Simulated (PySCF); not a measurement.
**CdH2 (SMILES [H][Cd][H]) at PBE0/STO-3G**

What is the vertical ionisation energy of CdH2 at PBE0/STO-3G? The job is set up through a Python script.

The calculation is run with PySCF 2.14.0.

4 further runs of the same task are left out: 4 set aside as unsound or not needed.

**1. Starting point**

CdH2 has 3 atoms, charge 0, and is taken as a singlet. As SMILES, `[H][Cd][H]`. The shape comes from GFN2-xTB, which is rough for such elements, and wasn't checked as a minimum.

Bond lengths: Cd1–H2 1.657 Å, Cd1–H3 1.658 Å. Angles: H2–Cd1–H3 180.0°.

**2. The energy at PBE0/STO-3G**

Input file start.xyz:

```xyz
3

Cd     0.000260     0.000150     0.000510
H     -0.017450    -0.021530     1.657160
H      0.017190     0.021380    -1.657670
```

Input file input.py:

```python
from pyscf import gto, dft

mol = gto.Mole()
mol.atom = 'start.xyz'
mol.basis = 'sto-3g'
mol.max_memory = 1860
mol.verbose = 4
mol.build()

myscf = dft.RKS(mol, xc='pbe0')
myscf.conv_tol = 1e-10
myscf.grids.level = 5
myscf.kernel()
if not myscf.converged:
    myscf = myscf.newton().run(myscf.mo_coeff, myscf.mo_occ)

e_final = myscf.e_tot
print('E = %.10f Eh' % e_final)
```

Started as:

```console
$ OMP_NUM_THREADS=1 python input.py
```

The program printed:

```text
PySCF version 2.14.0

[INPUT] num. atoms = 3
[INPUT] num. electrons = 50
[INPUT] charge = 0
[INPUT] spin (= nelec alpha-beta = 2S) = 0
[INPUT] symmetry False subgroup None
[INPUT] Mole.unit = angstrom
[INPUT] Symbol           X                Y                Z      unit          X                Y                Z       unit  Magmom
[INPUT]  1 Cd     0.000260000000   0.000150000000   0.000510000000 AA    0.000491328792   0.000283458919   0.000963760324 Bohr   0.0
[INPUT]  2 H     -0.017450000000  -0.021530000000   1.657160000000 AA   -0.032975720874  -0.040685803462   3.131578544584 Bohr   0.0
[INPUT]  3 H      0.017190000000   0.021380000000  -1.657670000000 AA    0.032484392081   0.040402344543  -3.132542304908 Bohr   0.0

nuclear repulsion = 30.8061313559534
number of shells = 13
number of NR pGTOs = 87
number of NR cGTOs = 29
basis = sto-3g
ecp = {}

******** <class 'pyscf.dft.rks.RKS'> ********
method = RKS
initial guess = minao
damping factor = 0
level_shift factor = 0
DIIS = <class 'pyscf.scf.diis.CDIIS'>
diis_start_cycle = 1
diis_space = 8
diis_damp = 0
SCF conv_tol = 1e-10
SCF conv_tol_grad = None
SCF max_cycles = 50
direct_scf = True
direct_scf_tol = 1e-13
XC library pyscf.dft.libxc version 7.0.0
    S. Lehtola, C. Steigemann, M. J.T. Oliveira, and M. A.L. Marques.,  SoftwareX 7, 1–5 (2018)
XC functionals = pbe0
radial grids:
    Treutler-Ahlrichs [JCP 102, 346 (1995); DOI:10.1063/1.469408] (M4) radial grids

becke partition: Becke, JCP 88, 2547 (1988); DOI:10.1063/1.454033
pruning grids: <function nwchem_prune>
grids dens level: 5
symmetrized grids: False
atomic radii adjust function: <function treutler_atomic_radii_adjust>
small_rho_cutoff = 0
Set gradient conv threshold to 1e-05
Initial guess from minao.
tot grids = 95488
init E= -5401.56405802632
  HOMO = -0.399319006048867  LUMO = -0.0456213884759517  gap/eV = 9.62460
cycle= 1 E= -5414.40697364395  delta_E= -12.8  |g|= 0.187  |ddm|= 1.75
  HOMO = -0.114868011998721  LUMO = 0.18479547140937  gap/eV = 8.15426
cycle= 2 E= -5414.42100701514  delta_E= -0.014  |g|= 0.0598  |ddm|= 0.583
  HOMO = -0.155558796255589  LUMO = 0.169085413353479  gap/eV = 8.83402
cycle= 3 E= -5414.42207132811  delta_E= -0.00106  |g|= 0.00941  |ddm|= 0.121
  HOMO = -0.153743741319653  LUMO = 0.170609232358861  gap/eV = 8.82609
cycle= 4 E= -5414.42211625931  delta_E= -4.49e-05  |g|= 0.00131  |ddm|= 0.0222
  HOMO = -0.154386596705437  LUMO = 0.170289538630304  gap/eV = 8.83489
cycle= 5 E= -5414.4221168864  delta_E= -6.27e-07  |g|= 2.27e-05  |ddm|= 0.0023
  HOMO = -0.154392395271926  LUMO = 0.170285311477601  gap/eV = 8.83493
cycle= 6 E= -5414.42211688662  delta_E= -2.13e-10  |g|= 8.3e-07  |ddm|= 4.79e-05
  HOMO = -0.154392195210517  LUMO = 0.170285396230762  gap/eV = 8.83493
cycle= 7 E= -5414.42211688662  delta_E= -5.46e-12  |g|= 2.37e-07  |ddm|= 2.47e-06
  HOMO = -0.154392145021483  LUMO = 0.170285419549913  gap/eV = 8.83493
Extra cycle  E= -5414.42211688661  delta_E= 1.27e-11  |g|= 1.11e-07  |ddm|= 8.32e-07
converged SCF energy = -5414.42211688661
E = -5414.4221168866 Eh
```

Wall time 2.4 s (1 thread of Arm Neoverse V1, shared host); peak memory 0.21 GiB.

**3. The doublet cation at the same level**

Input file job.py:

```python
from pyscf import gto, dft

mol = gto.Mole()
mol.atom = [
    ('Cd', (0.000260, 0.000150, 0.000510)),
    ('H', (-0.017450, -0.021530, 1.657160)),
    ('H', (0.017190, 0.021380, -1.657670)),
]
mol.verbose = 4
mol.spin = 1
mol.charge = 1
mol.basis = 'sto-3g'
mol.max_memory = 1860
mol.build()

mf = dft.UKS(mol)
mf.xc = 'pbe0'
mf.conv_tol = 1e-10
mf.grids.level = 5
mf.kernel()
if not mf.converged:
    mf = mf.newton().run(mf.mo_coeff, mf.mo_occ)

e_tot = mf.e_tot
print('E = %.10f Eh' % e_tot)
```

Started as:

```console
$ OMP_NUM_THREADS=1 python job.py
```

The program printed:

```text
PySCF version 2.14.0

[INPUT] num. atoms = 3
[INPUT] num. electrons = 49
[INPUT] charge = 1
[INPUT] spin (= nelec alpha-beta = 2S) = 1
[INPUT] symmetry False subgroup None
[INPUT] Mole.unit = angstrom
[INPUT] Symbol           X                Y                Z      unit          X                Y                Z       unit  Magmom
[INPUT]  1 Cd     0.000260000000   0.000150000000   0.000510000000 AA    0.000491328792   0.000283458919   0.000963760324 Bohr   0.0
[INPUT]  2 H     -0.017450000000  -0.021530000000   1.657160000000 AA   -0.032975720874  -0.040685803462   3.131578544584 Bohr   0.0
[INPUT]  3 H      0.017190000000   0.021380000000  -1.657670000000 AA    0.032484392081   0.040402344543  -3.132542304908 Bohr   0.0

nuclear repulsion = 30.8061313559534
number of shells = 13
number of NR pGTOs = 87
number of NR cGTOs = 29
basis = sto-3g
ecp = {}

[... 33 lines left out ...]
WARN: HOMO -0.399319006048867 >= LUMO -0.399319006048865
[... 58 lines left out ...]
converged SCF energy = -5414.12193890457  <S^2> = 0.77174993  2S+1 = 2.0216329
E = -5414.1219389046 Eh
```

Run time: 5.4 s. Hardware: 1 thread of Arm Neoverse V1, shared host; peak memory 0.22 GiB.

**4. What came out**

Level: PBE0/STO-3G.

| quantity | value |
| --- | --- |
| singlet CdH2: total energy | -5414.42212 Eh |
| singlet CdH2: dipole moment | 0.00 D |
| singlet CdH2: HOMO energy | -4.20 eV |
| singlet CdH2: LUMO energy | 4.63 eV |
| singlet CdH2: HOMO–LUMO gap | 8.83 eV |
| doublet cation: total energy | -5414.12194 Eh |
| doublet cation: HOMO energy (highest over α and β) | -12.39 eV |
| doublet cation: LUMO energy (lowest over α and β) | -11.18 eV |
| doublet cation: ⟨S²⟩ | 0.772 |
| vertical ionisation energy (to the doublet cation) | 8.168 eV |

**Reading.** Removing an electron at fixed nuclei costs 8.17 eV (188 kcal/mol). −ε(HOMO) before ionisation, 4.20 eV, is 3.97 eV below this ionisation energy. In a minimal basis such a difference can be off by several eV, whatever the method. Relativity is left out (singlet CdH2) although the molecule holds a heavy atom. Relativity is left out (doublet cation) although the molecule holds a heavy atom.
